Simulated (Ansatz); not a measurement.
**C₂H₇BSn: up Jacob's ladder to CCSD(T)**

An exercise on one series of results from a longer session: the logs are not shown, and one member is left open.

Program: Ansatz 0.2.0, Gaussian basis. Level of theory: functionals in def2-TZVPP, the program's frozen cores in correlated methods. These are calculated values, not measurements.

Plan: PBE-D4, r2SCAN-D4, PBE0-D4, B3LYP-D4, ωB97X-V, ωB97M-V, B2PLYP; CCSD(T)/def2-TZVPP; MP2/def2-QZVPP; extrapolation to the limit.

## The relaxed structure

The geometry comes from an earlier relaxation with PBE0-D4 in a triple-zeta def2 set; it is a stationary point, not always the lowest conformer. Sn takes the def2 core potential; no spin-orbit term is included.

SMILES `B[C](=C)[SnH3]`, 11 atoms, charge 0, spin multiplicity 1.

Atoms are counted from 1 here; the program's logs count them from 0.

Bond lengths: B1–C2 1.539 Å, B1–H5 1.200 Å, B1–H6 1.198 Å, C2–C3 1.342 Å, C2–Sn4 2.138 Å, C3–H7 1.090 Å, C3–H8 1.089 Å, Sn4–H9 1.711 Å, Sn4–H10 1.708 Å, Sn4–H11 1.708 Å. Angles: C2–B1–H5 118.8°, C2–B1–H6 122.3°, H5–B1–H6 118.9°, B1–C2–C3 118.1°, B1–C2–Sn4 122.0°, C3–C2–Sn4 119.8°, C2–C3–H7 120.6°, C2–C3–H8 123.8°, H7–C3–H8 115.6°, C2–Sn4–H9 108.5°, C2–Sn4–H10 110.1°, C2–Sn4–H11 110.1°, H9–Sn4–H10 109.7°, H9–Sn4–H11 109.7°, H10–Sn4–H11 108.7°.

Coordinates:

```tsv
atom	x (Å)	y (Å)	z (Å)
B1	-1.3839	0.4983	0.9638
C2	-0.0566	-0.0472	0.4090
C3	0.8017	-0.6179	1.2685
Sn4	0.4433	0.0801	-1.6660
H5	-1.6051	0.3973	2.1393
H6	-2.2039	1.0201	0.2626
H7	0.5589	-0.6893	2.3290
H8	1.7652	-1.0343	0.9772
H9	1.9832	-0.6290	-1.8995
H10	-0.7195	-0.7494	-2.6019
H11	0.4820	1.7141	-2.1612
```

Set-up of the first run:

in.yaml reads:

```yaml
crystal:
  periodic: [false, false, false]
  atoms:
    - {symbol: B, position_ang: [-1.383877, 0.498298, 0.963817]}
    - {symbol: C, position_ang: [-0.056607, -0.047199, 0.408974]}
    - {symbol: C, position_ang: [0.801678, -0.617886, 1.268507]}
    - {symbol: Sn, position_ang: [0.443343, 0.080150, -1.666022]}
    - {symbol: H, position_ang: [-1.605114, 0.397311, 2.139286]}
    - {symbol: H, position_ang: [-2.203904, 1.020115, 0.262645]}
    - {symbol: H, position_ang: [0.558943, -0.689273, 2.328951]}
    - {symbol: H, position_ang: [1.765230, -1.034292, 0.977168]}
    - {symbol: H, position_ang: [1.983207, -0.629049, -1.899505]}
    - {symbol: H, position_ang: [-0.719543, -0.749357, -2.601949]}
    - {symbol: H, position_ang: [0.482046, 1.714082, -2.161173]}
basis:
  gaussian: {orbitals: def2-TZVPP}
hamiltonian: {xc: pbe, dispersion: d4}
output: {forces: true, orbitals: {seedname: orbitals}}
```

On the command line:

```
$ ansatz run in.yaml --threads 4 --pin off --events-out ev --progress --plain --max-ram 10444MiB
```

Among the steps run: PBE-D4 (GGA); r2SCAN-D4 (meta-GGA); PBE0-D4 (hybrid); B3LYP-D4 (hybrid); ωB97X-V (range-separated); ωB97M-V (range-separated); B2PLYP (double hybrid); CCSD(T) in def2-TZVPP; MP2 in def2-QZVPP.

One of the session's tables, all rows but one given; the rest of the session is left out.

```
            method  atomisation energy (kJ/mol)
            PBE-D4                       3728.6
         r2SCAN-D4                       3697.0
           PBE0-D4                       3692.1
          B3LYP-D4                       3697.2
           ωB97X-V                       3703.9
           ωB97M-V                       3697.0
            B2PLYP                            ?
     HF/def2-TZVPP                       2780.3
    MP2/def2-TZVPP                       3621.7
   CCSD/def2-TZVPP                       3567.7
CCSD(T)/def2-TZVPP                       3617.4
           MP2/CBS                       3697.5
       CCSD(T)/CBS                       3693.1
```

**Question.** Estimate the row for B2PLYP.

**Answer.** atomisation energy (kJ/mol): 3652.1. In the column «atomisation energy (kJ/mol)» it lies between MP2/def2-TZVPP (3621.7) and PBE0-D4 (3692.1).
